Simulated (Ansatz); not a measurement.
# CuGe4: the cost of one run

Program: Ansatz 0.2.0. Level of theory: DFT PBE+D3(BJ), scalar-relativistic, plane waves, PAW. These are calculated values, not measurements.

6 further runs of the same task are left out: 6 set aside as unsound or not needed.

## Step 1: The structure to begin with

Symmetry: Fd-3m, No. 227, cubic system. The conventional cell has a = 5.658 Å, b = 5.658 Å, c = 5.658 Å, α = 90.00°, β = 90.00°, γ = 90.00°. Ge (site symmetry -43m) is surrounded by 4 Ge at 2.45 Å.

As a file:

```xyz
2
Lattice="0.0000 2.8288 2.8288 2.8288 0.0000 2.8288 2.8288 2.8288 0.0000" Properties=species:S:1:pos:R:3 pbc="T T T"
Ge    2.8288    2.8288    2.8288
Ge    4.2432    4.2432    4.2432
```

The structure comes from the Crystallography Open Database.

## Step 6: Plan of the scan

Atoms count from 1 in the order of the input.

Cu is moved over the surface cell at a fixed height above a rigid substrate; the origin of the map has the adsorbate above Ge4; the height is held at 2.50 Å.

First coordinate, position of Cu5 along the first surface vector, from above Ge4: 9 values from 0.000 to 0.889, periodic. Second coordinate, position of Cu5 along the second surface vector, from above Ge4: 9 values from 0.000 to 0.889, periodic.

Nothing else is relaxed. Points are written as (first, second).

The two vectors of the plane (Å): (4.030, 0.000, 0.000); (-2.015, 3.490, 0.000).

(The set-up runs are not shown.)

## Step 7: Grid point (2/9, 4/9) of the map's two axes

The input, input.yaml:

```yaml
crystal:
  lattice:
    - [4.0303587907, 0.0, 0.0]
    - [-2.0151793953, 3.4903930991, 0.0]
    - [0.0, 0.0, 21.5984135941]
  atoms:
    - { symbol: Ge, position: [0.3333333333, 0.6666666667, 0.1851987871] }
    - { symbol: Ge, position: [0.0, 0.0, 0.2232892486] }
    - { symbol: Ge, position: [0.0, 0.0, 0.3443139717] }
    - { symbol: Ge, position: [0.6666666667, 0.3333333333, 0.3795840634] }
    - { symbol: Cu, position: [0.8888888889, 0.7777777778, 0.4953333053] }
basis:
  ecutwfc: 420
kpoints:
  mp_grid: { grid: [9, 9, 1] }
hamiltonian:
  xc: pbe
  pseudopotentials: { kind: paw, azcp: { folder: soft_1 } }
  dispersion: d3bj
scf:
  occupations: { method: gaussian, width: 0.1 }
output:
  forces: true
  eigenvalues: true
efield:
  axis: 3
  dipole_correction: true
  ramp_width: 0.04
```

On the command line:

```
$ ansatz run input.yaml --threads 1 --pin off --max-ram 3072MiB --backend cpu --events-out ev --progress --plain --runs-dir out
```

What time and memory should one allow on 1 thread of Arm Neoverse V2, shared host?

About 36 s, with a peak of 0.56 GiB.
